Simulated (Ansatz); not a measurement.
# LiFeP: the cost of one run

Program: Ansatz 0.2.0. Level of theory: DFT PBEsol, scalar-relativistic, plane waves, PAW. These are calculated values, not measurements.

### Step 1. The system as given

It takes space group Cmcm (No. 63, orthorhombic). Conventional cell: a = 3.686 Å, b = 11.349 Å, c = 3.754 Å, α = 90.00°, β = 90.00°, γ = 90.00°. Li (site symmetry m2m) has 2 Li at 2.63 Å and 4 Fe at 2.67 Å and 4 P at 2.73 Å as nearest neighbours. Around Fe (site symmetry m2m) lie 4 P at 2.19 to 2.23 Å. P (site symmetry m2m) has 4 Fe at 2.19 to 2.23 Å and 4 Li at 2.73 Å as nearest neighbours.

As a file:

```xyz
6
Lattice="1.8431 -5.6744 0.0000 1.8431 5.6744 0.0000 0.0000 0.0000 3.7536" Properties=species:S:1:pos:R:3 pbc="T T T"
Li    1.8431    4.7526    2.8152
Li    1.8431   -4.7526    0.9384
Fe    1.8431   -2.8514    2.8152
Fe    1.8431    2.8514    0.9384
P     1.8431    1.6439    2.8152
P     1.8431   -1.6439    0.9384
```

(A quick probe on a coarse mesh, which set the mesh and smearing, is not shown.)

### Step 3. Coarse relaxation

The input, input.yaml:

```yaml
crystal:
  lattice:
    - [1.843068, -5.674419, 0.0]
    - [1.843068, 5.674419, 0.0]
    - [0.0, 0.0, 3.753639]
  atoms:
    - { symbol: Li, position: [0.081227, 0.918773, 0.75] }
    - { symbol: Li, position: [0.918773, 0.081227, 0.25] }
    - { symbol: Fe, position: [0.751248, 0.248752, 0.75] }
    - { symbol: Fe, position: [0.248752, 0.751248, 0.25] }
    - { symbol: P, position: [0.355149, 0.644851, 0.75] }
    - { symbol: P, position: [0.644851, 0.355149, 0.25] }
basis:
  ecutwfc: 420
kpoints:
  mp_grid: { grid: [6, 6, 4] }
hamiltonian:
  xc: pbesol
scf:
  occupations: { method: gaussian, width: 0.1 }
  lower_state_search: "off"
output:
  forces: true
  stress: true
  eigenvalues: true
relax:
  adjacent_minimum: "off"
  f_tol: 0.04
  max_steps: 70
  cell: { stress_tol: 0.4 }
```

On the command line:

```sh
ansatz run input.yaml --threads 1 --pin off --max-ram 2560MiB --backend cpu --events-out ev --progress --plain --runs-dir out
```

What time and memory should one allow on 1 thread of Arm Neoverse V1, shared host?

About 31 s, with a peak of 0.41 GiB.
